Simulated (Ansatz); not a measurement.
# CS2: the cost of one run

Program: Ansatz 0.2.0. Level of theory: DFT PBE+D3(BJ), plane waves, PAW, scalar-relativistic, no spin polarisation. These are calculated values, not measurements.

## Step 1: The starting structure

The cell holds 30 atoms (C10S20): a = 10.000 Å, b = 10.000 Å, c = 10.000 Å, α = 90.00°, β = 90.00°, γ = 90.00°.

Coordinates:

```xyz
30
Lattice="10.0000 0.0000 0.0000 0.0000 10.0000 0.0000 0.0000 0.0000 10.0000" Properties=species:S:1:pos:R:3 pbc="T T T"
S     2.1965    6.2990    9.3164
C     1.8442    6.4960    7.8083
S     1.4920    6.6931    6.3003
S     7.6052    8.4265    6.7227
C     8.9092    9.1625    6.2813
S    10.2132    9.8986    5.8400
S     9.1095    4.5592    9.8578
C     9.2567    4.3281    8.3209
S     9.4039    4.0971    6.7840
S     5.7655   -0.0777   -0.8774
C     6.1536    0.5834    0.4826
S     6.5416    1.2445    1.8425
S     7.5164    1.5297    5.2399
C     8.3137    2.1067    4.0281
S     9.1110    2.6837    2.8163
S     2.4787    7.9253    2.1153
C     1.1625    8.0764    1.2895
S    -0.1537    8.2276    0.4638
S     4.6486    6.3182    5.5937
C     5.1350    6.5591    4.1299
S     5.6214    6.8000    2.6662
S     4.2253    2.3758    7.8329
C     3.4123    3.0244    6.6687
S     2.5994    3.6730    5.5044
S     3.3115   -0.1881    5.3614
C     2.7940    0.5991    4.1166
S     2.2765    1.3862    2.8717
S     1.3109    5.0457    2.8380
C     0.2893    6.0460    3.4649
S    -0.7322    7.0462    4.0918
```

## Step 2: Relaxing the start

Input file input.yaml:

```yaml
crystal:
  lattice:
    - [10.0, 0.0, 0.0]
    - [0.0, 10.0, 0.0]
    - [0.0, 0.0, 10.0]
  atoms:
    - { symbol: S, position: [0.2196486, 0.6298974, 0.9316354] }
    - { symbol: C, position: [0.1844241, 0.6496034, 0.7808316] }
    - { symbol: S, position: [0.1491997, 0.6693094, 0.6300279] }
    - { symbol: S, position: [0.7605162, 0.8426456, 0.672267] }
    - { symbol: C, position: [0.8909197, 0.9162533, 0.628134] }
    - { symbol: S, position: [1.0213231, 0.9898611, 0.5840011] }
    - { symbol: S, position: [0.9109476, 0.4559159, 0.985778] }
    - { symbol: C, position: [0.9256679, 0.4328133, 0.8320885] }
    - { symbol: S, position: [0.9403881, 0.4097107, 0.6783991] }
    - { symbol: S, position: [0.5765489, -0.0077656, -0.0877394] }
    - { symbol: C, position: [0.6153559, 0.0583408, 0.0482563] }
    - { symbol: S, position: [0.6541628, 0.1244473, 0.184252] }
    - { symbol: S, position: [0.7516404, 0.1529683, 0.5239914] }
    - { symbol: C, position: [0.831369, 0.2106706, 0.4028111] }
    - { symbol: S, position: [0.9110976, 0.268373, 0.2816309] }
    - { symbol: S, position: [0.2478725, 0.7925279, 0.211527] }
    - { symbol: C, position: [0.1162509, 0.8076432, 0.1289548] }
    - { symbol: S, position: [-0.0153706, 0.8227586, 0.0463826] }
    - { symbol: S, position: [0.4648617, 0.6318176, 0.5593656] }
    - { symbol: C, position: [0.5135016, 0.65591, 0.4129942] }
    - { symbol: S, position: [0.5621414, 0.6800023, 0.2666228] }
    - { symbol: S, position: [0.4225266, 0.2375767, 0.7832928] }
    - { symbol: C, position: [0.341233, 0.3024394, 0.6668666] }
    - { symbol: S, position: [0.2599395, 0.367302, 0.5504404] }
    - { symbol: S, position: [0.3311512, -0.0188102, 0.5361413] }
    - { symbol: C, position: [0.2793991, 0.0599061, 0.4116571] }
    - { symbol: S, position: [0.2276469, 0.1386224, 0.2871729] }
    - { symbol: S, position: [0.1310861, 0.50457, 0.2837997] }
    - { symbol: C, position: [0.0289313, 0.6045955, 0.3464906] }
    - { symbol: S, position: [-0.0732236, 0.704621, 0.4091816] }
basis:
  ecutwfc: 420.0
kpoints:
  mp_grid: { grid: [1, 1, 1] }
hamiltonian:
  xc: pbe
  dispersion: d3bj
scf:
  occupations: { method: fermi_dirac, width: 0.05 }
  lower_state_search: "off"
relax:
  f_tol: 0.3
  max_steps: 15
  adjacent_minimum: "off"
```

Run with:

```bash
$ ansatz run input.yaml --threads 2 --pin off --max-ram 5120MiB --backend cpu --events-out ev --progress --plain --runs-dir out
```

**Question.** How long does this run take on 2 threads of Arm Neoverse V2, shared host, and how much memory does it need?

About 38 s, with a peak of 0.74 GiB.
